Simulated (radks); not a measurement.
**F in [He] 2s2 2p5: an all-electron calculation**

The task here is to estimate one member of a computed series from the others.

Method: non-relativistic Kohn-Sham, exchange-only LDA, spin-polarised, spherical densities, point nucleus; open shells are filled with parallel spins first. Code: radks (a radial shooting solver on a logarithmic mesh, Libxc functionals) version 1.

## What is computed

* element: fluorine (Z = 9)
* charge: 0
* electrons: 9
* configuration: [He] 2s2 2p5

Outer shells as boxes (Hund's rule):

F
```
[He] core
2s [↑↓]
2p [↑↓][↑↓][↑ ]
```

The first run:

Settings of this run:

```text
Z 9
configuration [He] 2s2 2p5 3s0 3p0 3d0
relativity non-relativistic
functional lda,
spin polarised
nucleus point
```

Command:

```bash
> python run_ks.py task.json out
```

All runs below come from this command, one after another.

Among the steps run: Self-consistent calculation.

One table of the session follows, with a row left open; its other results are not shown here.

It belongs to the step «Radial structure». Radial moments (bohr):

```
  level     <r>  outermost maximum (interpolated)  90 % within
  1s up  0.1776                             0.115        0.318
1s down  0.1774                             0.115        0.318
  2s up   1.008                             0.766         1.63
2s down   1.022                             0.771         1.65
  2p up   1.096                             0.699         1.94
2p down       ?                                 ?            ?
```

**Question.** Estimate the row for 2p down.

The run gave: <r>: 1.144; outermost maximum (interpolated): 0.710; 90 % within: 2.04. In the column «<r>» it is the highest.

To keep in mind: Open shells are spherical and high-spin; term and fine-structure splittings are not resolved.
